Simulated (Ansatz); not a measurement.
# LiCr4InO8: the cost of one run

Program: Ansatz 0.2.0. Level of theory: DFT PBE, scalar-relativistic, plane waves, PAW. These are calculated values, not measurements.

## 1. The starting structure

The structure is cubic, space group F-43m (No. 216). Conventional cell: a = 8.516 Å, b = 8.516 Å, c = 8.516 Å, α = 90.00°, β = 90.00°, γ = 90.00°. Li (site symmetry -43m) is surrounded by 4 O at 2.05 Å. In (site symmetry -43m) is surrounded by 4 O at 2.07 Å. Cr (site symmetry 3m) is surrounded by 6 O at 1.98 to 2.04 Å. O (site symmetry 3m) is surrounded by 3 Cr at 1.98 Å and 1 Li at 2.05 Å. O (site symmetry 3m) is surrounded by 3 Cr at 2.04 Å and 1 In at 2.07 Å.

As a file:

```xyz
14
Lattice="0.0000 4.2581 4.2581 4.2581 0.0000 4.2581 4.2581 4.2581 0.0000" Properties=species:S:1:pos:R:3 pbc="T T T"
Li    0.0000    0.0000    0.0000
In    6.3871    6.3871    6.3871
Cr    3.1652    3.1652    3.1652
Cr    3.1652    5.3509    5.3509
Cr    5.3509    5.3509    3.1652
Cr    5.3509    3.1652    5.3509
O     1.1864    1.1864    1.1864
O     1.1864    3.0717    3.0717
O     3.0717    3.0717    1.1864
O     3.0717    1.1864    3.0717
O     5.1922    5.1922    5.1922
O     5.1922    3.3240    3.3240
O     3.3240    3.3240    5.1922
O     3.3240    5.1922    3.3240
```

This cell comes from an earlier session at PBE: 11.029 Å³/atom at 0.03 GPa, on a 6×6×6 mesh.

## 2. Ferrimagnetic, in the cell as typed

The input, input.yaml:

```yaml
crystal:
  lattice:
    - [0.0, 4.2580809362, 4.2580809362]
    - [4.2580809362, 0.0, 4.2580809362]
    - [4.2580809362, 4.2580809362, 0.0]
  atoms:
    - { symbol: Li, position: [0.0, 0.0, 0.0] }
    - { symbol: In, position: [0.75, 0.75, 0.75] }
    - { symbol: Cr, position: [0.3716739653, 0.3716739653, 0.3716739653], spin: 3.0 }
    - { symbol: Cr, position: [0.8849781042, 0.3716739653, 0.3716739653], spin: 3.0 }
    - { symbol: Cr, position: [0.3716739653, 0.3716739653, 0.8849781042], spin: 3.0 }
    - { symbol: Cr, position: [0.3716739653, 0.8849781042, 0.3716739653], spin: -3.0 }
    - { symbol: O, position: [0.13930785, 0.13930785, 0.13930785] }
    - { symbol: O, position: [0.58207645, 0.13930785, 0.13930785] }
    - { symbol: O, position: [0.13930785, 0.13930785, 0.58207645] }
    - { symbol: O, position: [0.13930785, 0.58207645, 0.13930785] }
    - { symbol: O, position: [0.6096890952, 0.6096890952, 0.6096890952] }
    - { symbol: O, position: [0.1709327145, 0.6096890952, 0.6096890952] }
    - { symbol: O, position: [0.6096890952, 0.6096890952, 0.1709327145] }
    - { symbol: O, position: [0.6096890952, 0.1709327145, 0.6096890952] }
basis:
  ecutwfc: 420
  ecutrho_ratio: 4
kpoints:
  mp_grid: { grid: [6, 6, 6] }
hamiltonian:
  xc: pbe
scf:
  occupations: { method: gaussian, width: 0.05 }
  lower_state_search: "off"
output:
  forces: true
  stress: true
  eigenvalues: true
  populations: true
magnetization:
  spin_polarized: true
```

On the command line:

```sh
ansatz run input.yaml --threads 4 --pin off --max-ram 10240MiB --backend cpu --events-out ev --progress --plain --runs-dir out
```

Q: Estimate wall time and peak memory on 4 threads of AMD EPYC 7R13 (Zen 3), shared host.

About 30 s, with a peak of 0.99 GiB.
